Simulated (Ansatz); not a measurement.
# TaCuN2: properties at the relaxed cell

This session takes TaCuN2 and sets out to fit an equation of state.

Program: Ansatz 0.2.0. Level of theory: DFT PBEsol, scalar-relativistic, plane waves, PAW. These are calculated values, not measurements.

2 further runs of the same task are left out: 2 set aside as unsound or not needed. Runs told in other sessions of the task aren't counted.

**1. The starting structure**

Symmetry: R-3m, No. 166, trigonal system. The conventional cell has a = 3.122 Å, b = 3.122 Å, c = 17.343 Å, α = 90.00°, β = 90.00°, γ = 120.00°. Ta (site symmetry -3m) has 6 N at 2.09 Å in its first shell of neighbours. Cu (site symmetry -3m) has 2 N at 1.83 Å in its first shell of neighbours. Around N (site symmetry 3m) lie 1 Cu at 1.83 Å and 3 Ta at 2.09 Å.

Structure file:

```
CELL_PARAMETERS angstrom
1.56077 0.90111 5.78084
-1.56077 0.90111 5.78084
0.00000 -1.80222 5.78084
ATOMIC_POSITIONS crystal
Ta 0.50000 0.50000 0.50000
Cu 0.00000 0.00000 0.00000
N 0.10557 0.10557 0.10557
N 0.89443 0.89443 0.89443
```

This cell was relaxed beforehand with the same method: volume 12.20 Å³/atom, gap on the mesh 0.37 eV.

**2. The cell scaled to 0.97 of its volume**

File input.yaml:

```yaml
crystal:
  lattice:
    - [1.5450058938, 0.8920095687, 5.7224465767]
    - [-1.5450058938, 0.8920095687, 5.7224465767]
    - [0.0, -1.7840191374, 5.7224465767]
  atoms:
    - { symbol: Ta, position: [0.5, 0.5, 0.5] }
    - { symbol: Cu, position: [0.0, 0.0, 0.0] }
    - { symbol: "N", position: [0.1055680833, 0.1055680833, 0.1055680833] }
    - { symbol: "N", position: [0.8944319167, 0.8944319167, 0.8944319167] }
basis:
  ecutwfc: 420
kpoints:
  mp_grid: { grid: [12, 12, 12] }
hamiltonian:
  xc: pbesol
scf:
  occupations: { method: gaussian, width: 0.02 }
output:
  forces: true
  stress: true
  eigenvalues: true
relax:
  adjacent_minimum: "off"
  f_tol: 0.01
  max_steps: 30
  cell: { stress_tol: 0.1, fix: [volume] }
```

The run is started by

```bash
$ ansatz run input.yaml --threads 1 --pin off --max-ram 2560MiB --backend cpu --events-out ev --progress --plain --runs-dir out
```

**3. Volume × 1.03**

input.yaml: that of step 2 with these lines changed.

```diff
@@ -2,5 +2,5 @@
   lattice:
-    - [1.5450058938, 0.8920095687, 5.7224465767]
-    - [-1.5450058938, 0.8920095687, 5.7224465767]
-    - [0.0, -1.7840191374, 5.7224465767]
+    - [1.5762265457, 0.9100348205, 5.8380827131]
+    - [-1.5762265457, 0.9100348205, 5.8380827131]
+    - [0.0, -1.8200696409, 5.8380827131]
   atoms:
```

**4. Point at V/V0 = 0.94**

File input.yaml:

```yaml
crystal:
  lattice:
    - [1.5258995508, 0.8809785164, 5.6852066699]
    - [-1.5258995508, 0.8809785164, 5.6852066699]
    - [0.0, -1.7619570328, 5.6852066699]
  atoms:
    - { symbol: Ta, position: [0.5, 0.5, 0.5] }
    - { symbol: Cu, position: [0.0, 0.0, 0.0] }
    - { symbol: "N", position: [0.1050334573, 0.1050334573, 0.1050334573] }
    - { symbol: "N", position: [0.8949665427, 0.8949665427, 0.8949665427] }
basis:
  ecutwfc: 420
kpoints:
  mp_grid: { grid: [12, 12, 12] }
hamiltonian:
  xc: pbesol
scf:
  occupations: { method: gaussian, width: 0.02 }
output:
  forces: true
  stress: true
  eigenvalues: true
  write_density: true
  write_potential: true
  elf: true
  volumetric_format: npy
relax:
  adjacent_minimum: "off"
  f_tol: 0.01
  max_steps: 30
  cell: { stress_tol: 0.1, fix: [volume] }
```

**5. Volume × 1.06**

File input.yaml:

```yaml
crystal:
  lattice:
    - [1.5942214245, 0.9204241686, 5.8732552614]
    - [-1.5942214245, 0.9204241686, 5.8732552614]
    - [0.0, -1.8408483371, 5.8732552614]
  atoms:
    - { symbol: Ta, position: [0.5, 0.5, 0.5] }
    - { symbol: Cu, position: [0.0, 0.0, 0.0] }
    - { symbol: "N", position: [0.1060678154, 0.1060678154, 0.1060678154] }
    - { symbol: "N", position: [0.8939321846, 0.8939321846, 0.8939321846] }
basis:
  ecutwfc: 420
kpoints:
  mp_grid: { grid: [12, 12, 12] }
hamiltonian:
  xc: pbesol
scf:
  occupations: { method: gaussian, width: 0.02 }
output:
  forces: true
  stress: true
  eigenvalues: true
relax:
  adjacent_minimum: "off"
  f_tol: 0.01
  max_steps: 30
  cell: { stress_tol: 0.1, fix: [volume] }
```

**6. The cell scaled to 0.91 of its volume**

File input.yaml:

```yaml
crystal:
  lattice:
    - [1.5059233736, 0.8694452651, 5.6507479718]
    - [-1.5059233736, 0.8694452651, 5.6507479718]
    - [0.0, -1.7388905302, 5.6507479718]
  atoms:
    - { symbol: Ta, position: [0.5, 0.5, 0.5] }
    - { symbol: Cu, position: [0.0, 0.0, 0.0] }
    - { symbol: "N", position: [0.1044988736, 0.1044988736, 0.1044988736] }
    - { symbol: "N", position: [0.8955011264, 0.8955011264, 0.8955011264] }
basis:
  ecutwfc: 420
kpoints:
  mp_grid: { grid: [12, 12, 12] }
hamiltonian:
  xc: pbesol
scf:
  occupations: { method: gaussian, width: 0.02 }
output:
  forces: true
  stress: true
  eigenvalues: true
relax:
  adjacent_minimum: "off"
  f_tol: 0.01
  max_steps: 30
  cell: { stress_tol: 0.1, fix: [volume] }
```

**7. Point at V/V0 = 1.10**

File input.yaml:

```yaml
crystal:
  lattice:
    - [1.6165145122, 0.9332950888, 5.9279395072]
    - [-1.6165145122, 0.9332950888, 5.9279395072]
    - [0.0, -1.8665901775, 5.9279395072]
  atoms:
    - { symbol: Ta, position: [0.5, 0.5, 0.5] }
    - { symbol: Cu, position: [0.0, 0.0, 0.0] }
    - { symbol: "N", position: [0.1065549171, 0.1065549171, 0.1065549171] }
    - { symbol: "N", position: [0.8934450829, 0.8934450829, 0.8934450829] }
basis:
  ecutwfc: 420
kpoints:
  mp_grid: { grid: [12, 12, 12] }
hamiltonian:
  xc: pbesol
scf:
  occupations: { method: gaussian, width: 0.02 }
output:
  forces: true
  stress: true
  eigenvalues: true
relax:
  adjacent_minimum: "off"
  f_tol: 0.01
  max_steps: 30
  cell: { stress_tol: 0.1, fix: [volume] }
```

**8. The cell scaled to 0.88 of its volume**

File input.yaml:

```yaml
crystal:
  lattice:
    - [1.4853981298, 0.8575950101, 5.6165188425]
    - [-1.4853981298, 0.8575950101, 5.6165188425]
    - [0.0, -1.7151900202, 5.6165188425]
  atoms:
    - { symbol: Ta, position: [0.5, 0.5, 0.5] }
    - { symbol: Cu, position: [0.0, 0.0, 0.0] }
    - { symbol: "N", position: [0.1039209095, 0.1039209095, 0.1039209095] }
    - { symbol: "N", position: [0.8960790905, 0.8960790905, 0.8960790905] }
basis:
  ecutwfc: 420
kpoints:
  mp_grid: { grid: [12, 12, 12] }
hamiltonian:
  xc: pbesol
scf:
  occupations: { method: gaussian, width: 0.02 }
output:
  forces: true
  stress: true
  eigenvalues: true
  write_density: true
  write_potential: true
  elf: true
  volumetric_format: npy
relax:
  adjacent_minimum: "off"
  f_tol: 0.01
  max_steps: 30
  cell: { stress_tol: 0.1, fix: [volume] }
```

(Steps that only read results are left out.)

Before running it: what results should come out? Wanted: equilibrium volume of the fit; bulk modulus.

The runs gave:

| quantity | value |
| --- | --- |
| equilibrium volume of the fit | 12.20 Å³/atom |
| bulk modulus | 216 GPa |
| its pressure derivative | 4.0 |

The fit puts the minimum at 12.20 Å³/atom with B = 216 GPa and B' = 4.0. The gap on the mesh closes under compression. These runs have no spin-orbit coupling; with Ta it would split and shift bands.
